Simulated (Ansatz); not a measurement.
# MoN (quartet): the correlation ladder, def2-TZVPP

The task here is to estimate one member of a computed series from the others.

The runs use Ansatz 0.2.0, Gaussian basis; def2-TZVPP, core rule «outside noble gas», up to 5 orbitals frozen.

The runs, in order: UHF; ROHF; CCSD(T) on UHF.

2 further runs of the same task are left out: 2 set aside as unsound or not needed.

### The system

The geometry is a PBE0/def2-TZVP stationary point (not a proven minimum) of the parent state, kept for this charge and spin. No spin-orbit coupling is included. Elements past krypton take def2 core potentials.

2 atoms, charge 0, spin multiplicity 4.

Atoms are counted from 1 here; the program's logs count them from 0.

Bond lengths: Mo1–N2 1.602 Å.

Set-up of the first run:

Contents of in.yaml:

```yaml
crystal:
  periodic: [false, false, false]
  atoms:
    - {symbol: Mo, position_ang: [0.000000, 0.000000, 0.000000]}
    - {symbol: N, position_ang: [0.000000, 0.000000, 1.601800]}
basis:
  gaussian: {orbitals: def2-TZVPP}
magnetization: {spin_polarized: true, initial_magnetization: 3}
hamiltonian: {xc: hf}
output: {orbitals: {seedname: orbitals}}
```

Command:

```
$ ansatz run in.yaml --threads 1 --pin off --events-out ev --progress --plain --max-ram 4096MiB --backend cpu
```

Steps of the session up to this table: UHF; ROHF; CCSD(T) on UHF.

One table of the session follows, with a row left open; its other results are not shown here.

It belongs to the step «Misses and costs». 

| method | from UCCSD(T) (meV) |
| --- | --- |
| ROHF | +11179.1 |
| UHF | ? |
| UMP2 | +1068.6 |
| UCCSD | +637.3 |
| UCCSD(T) | 0 |

Q: Estimate the row for UHF from the others.

As computed: from UCCSD(T) (meV): +10344.0. In the column «from UCCSD(T) (meV)» it lies between UMP2 (+1068.6) and ROHF (+11179.1).

Caveats from the session: The determinant is far from a pure spin state, so its energy mixes those of several spin states (harmless only where they are near-degenerate, as at dissociation).
